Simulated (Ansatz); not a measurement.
# B2WO5: the cost of one run

Method: DFT PBE, scalar-relativistic, plane waves, PAW, in Ansatz 0.2.0.

## (1) The system as given

Symmetry: F-43m, No. 216, cubic system. Conventional cell: a = 7.042 Å, b = 7.042 Å, c = 7.042 Å, α = 90.00°, β = 90.00°, γ = 90.00°. Around B (site symmetry -43m) lie 16 O at 2.98 to 3.05 Å and 4 W at 3.05 Å. B (site symmetry -43m) is surrounded by 4 O at 1.26 Å. W (site symmetry -43m) has 4 O at 1.79 Å as nearest neighbours. Around O (site symmetry 3m) lie 1 B at 1.26 Å and 1 W at 1.79 Å. O (site symmetry -43m) has 12 O at 2.89 Å and 8 B at 3.05 Å as nearest neighbours.

Structure file:

```
CELL_PARAMETERS angstrom
0.00000 3.52093 3.52093
3.52093 0.00000 3.52093
3.52093 3.52093 0.00000
ATOMIC_POSITIONS crystal
B 0.25000 0.25000 0.25000
B 0.75000 0.75000 0.75000
W 0.00000 0.00000 0.00000
O 0.85360 0.85360 0.85360
O 0.85360 0.85360 0.43921
O 0.85360 0.43921 0.85360
O 0.43921 0.85360 0.85360
O 0.50000 0.50000 0.50000
```

The cell is invented: random cell by space group and Wyckoff sites (F-43m, No. 216). Its size is a rough estimate.

## (2) The guess as it stands, on a coarse mesh

Input file input.yaml:

```yaml
crystal:
  lattice:
    - [0.0, 3.52093384, 3.52093384]
    - [3.52093384, 0.0, 3.52093384]
    - [3.52093384, 3.52093384, 0.0]
  atoms:
    - { symbol: B, position: [0.25, 0.25, 0.25] }
    - { symbol: B, position: [0.75, 0.75, 0.75] }
    - { symbol: W, position: [0.0, 0.0, 0.0] }
    - { symbol: O, position: [0.8535974, 0.8535974, 0.8535974] }
    - { symbol: O, position: [0.8535974, 0.8535974, 0.43920781] }
    - { symbol: O, position: [0.8535974, 0.43920781, 0.8535974] }
    - { symbol: O, position: [0.43920781, 0.8535974, 0.8535974] }
    - { symbol: O, position: [0.5, 0.5, 0.5] }
basis:
  ecutwfc: 420
kpoints:
  mp_grid: { grid: [4, 4, 4] }
hamiltonian:
  xc: pbe
scf:
  occupations: { method: gaussian, width: 0.1 }
  lower_state_search: "off"
output:
  forces: true
  stress: true
  eigenvalues: true
```

Launch:

```
$ ansatz run input.yaml --threads 1 --pin off --max-ram 2048MiB --backend cpu --events-out ev --progress --plain --runs-dir out
```

**Question.** How long does this run take on 1 thread of Intel Xeon 6975P-C (Granite Rapids), shared host, and how much memory does it need?

About 1.4 s, with a peak of 0.42 GiB.
